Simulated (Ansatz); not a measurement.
# C₃H₄Al radical: one species, many methods

One table from this session's results is given with a row withheld; the runs are named, their logs left out.

The runs use Ansatz 0.2.0, Gaussian basis; functionals in def2-TZVPP, the program's frozen cores in correlated methods.

Plan: LDA (SPW92), PBE-D4, revPBE-D4, BLYP-D4, r2SCAN-D4, B97M-V, PBE0-D4, B3LYP-D4, r2SCANh-D4, r2SCAN0-D4, HSE06-D4, BHLYP-D4, CAM-B3LYP-D4, LC-ωPBE, ωB97X-V, ωB97M-V, B2PLYP, PBE-QIDH; CCSD(T)/def2-SVP; CCSD(T)/def2-TZVPP; CCSD(T)/def2-QZVPP; extrapolation to the limit; RPA on PBE.

### The relaxed structure

An earlier PBE0-D4 in a triple-zeta def2 set relaxation fixed the geometry.

SMILES `C#[C][Al][CH3]`, 8 atoms, charge 0, spin multiplicity 2.

Atoms are counted from 1 here; the program's logs count them from 0.

Bond lengths: C1–C2 1.213 Å, C1–H5 1.067 Å, C2–Al3 1.919 Å, Al3–C4 1.960 Å, C4–H6 1.095 Å, C4–H7 1.095 Å, C4–H8 1.090 Å. Angles: C2–C1–H5 179.5°, C1–C2–Al3 175.2°, C2–Al3–C4 117.4°, Al3–C4–H6 109.0°, Al3–C4–H7 109.1°, Al3–C4–H8 114.0°, H6–C4–H7 107.2°, H6–C4–H8 108.6°, H7–C4–H8 108.7°.

Set-up of the first run:

Contents of in.yaml:

```yaml
crystal:
  periodic: [false, false, false]
  atoms:
    - {symbol: C, position_ang: [2.659114, 0.063502, 0.525917]}
    - {symbol: C, position_ang: [1.501575, -0.297607, 0.493592]}
    - {symbol: Al, position_ang: [-0.284653, -0.997058, 0.529420]}
    - {symbol: C, position_ang: [-1.674442, 0.029622, -0.396119]}
    - {symbol: H, position_ang: [3.674965, 0.388230, 0.549530]}
    - {symbol: H, position_ang: [-1.722817, 1.035468, 0.035083]}
    - {symbol: H, position_ang: [-1.395255, 0.140859, -1.449506]}
    - {symbol: H, position_ang: [-2.666387, -0.420115, -0.343717]}
basis:
  gaussian: {orbitals: def2-TZVPP}
magnetization: {spin_polarized: true, initial_magnetization: 1}
hamiltonian: {xc: lda}
output: {orbitals: {seedname: orbitals}}
```

The run is started by

```sh
$ ansatz run in.yaml --threads 2 --pin off --events-out ev --progress --plain --max-ram 32768MiB --backend cpu
```

Among the steps run: LDA; PBE-D4 (GGA); revPBE-D4 (GGA); BLYP-D4 (GGA); r2SCAN-D4 (meta-GGA); B97M-V (meta-GGA); PBE0-D4 (hybrid); B3LYP-D4 (hybrid); r2SCANh-D4 (hybrid); r2SCAN0-D4 (hybrid); HSE06-D4 (hybrid); BHLYP-D4 (hybrid); CAM-B3LYP-D4 (range-separated); LC-ωPBE (range-separated); ωB97X-V (range-separated); ωB97M-V (range-separated); B2PLYP (double hybrid); PBE-QIDH (double hybrid).

One of the session's tables, all rows but one given; the rest of the session is left out.

It belongs to the step «Frontier levels by functional». 

| functional | HOMO (eV) | LUMO (eV) | gap (eV) |
| --- | --- | --- | --- |
| LDA (SPW92) | -4.42 | -3.27 | 1.15 |
| PBE-D4 | -4.43 | -2.91 | 1.52 |
| revPBE-D4 | -4.41 | -2.78 | 1.64 |
| BLYP-D4 | -4.23 | -2.95 | 1.28 |
| r2SCAN-D4 | ? | ? | ? |
| B97M-V | -4.33 | -3.32 | 1.01 |
| PBE0-D4 | -5.42 | -2.09 | 3.33 |
| B3LYP-D4 | -5.18 | -2.48 | 2.70 |
| r2SCANh-D4 | -5.07 | -2.23 | 2.83 |
| r2SCAN0-D4 | -5.61 | -1.90 | 3.72 |
| HSE06-D4 | -5.03 | -2.47 | 2.56 |
| BHLYP-D4 | -6.24 | -1.45 | 4.79 |
| CAM-B3LYP-D4 | -6.58 | -1.33 | 5.25 |
| LC-ωPBE | -7.93 | 0.02 | 7.95 |
| ωB97X-V | -7.46 | -0.45 | 7.01 |
| ωB97M-V | -7.04 | -0.62 | 6.42 |

Estimate the missing values for r2SCAN-D4.

Worked estimate for «HOMO (eV)». Against the share of exact exchange, r2SCANh-D4 (0.1, -5.07), r2SCAN0-D4 (0.25, -5.61) give a slope of -3.60 per unit share; at 0 the line stands at -4.71.

**Answer.** HOMO (eV): -4.70; LUMO (eV): -2.47; gap (eV): 2.24. In «HOMO (eV)» the line misses by -0.01.
